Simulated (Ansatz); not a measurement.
The system is VWC2.

```
CELL_PARAMETERS angstrom
1.51704 0.87586 4.93389
-1.51704 0.87586 4.93389
0.00000 -1.75173 4.93389
ATOMIC_POSITIONS crystal
W 0.00000 0.00000 0.00000
V 0.50000 0.50000 0.50000
C 0.24649 0.24649 0.24649
C 0.75351 0.75351 0.75351
```

The cell comes from a database or a generator and needn't be the stable form of this composition.

Base run:

- Program: Ansatz 0.2.0
- Functional: PBEsol
- Potentials or basis: all-electron LAPW, scalar-relativistic
- Cutoff: 315 eV
- Density cutoff: 1261 eV
- Basis error allowed: 0.002 eV/atom
- k mesh: 8 × 8 × 8
- Occupations: fermi-dirac, width 0.05 eV
- Spin: collinear spin, ferromagnetic start
- Starting moments: [0.0, 2.0, 0.0, 0.0] μB

Its results: pressure -10.8 GPa; net moment 0.00 μB per cell; largest force 0.099 eV/Å.

The run is repeated on the same cell with these changes: functional from PBEsol to PBE; k mesh from 8 × 8 × 8 to 10 × 10 × 10. What comes out?

Pressure -2.0 GPa; net moment 0.00 μB per cell; largest force 0.096 eV/Å.

Several settings changed at once, so the effect can't be laid on one alone.

Caveats: the k mesh is thin for a metal, which can move the energy by tens of meV per atom (some runs).

Not every run made on this cell is shown here.
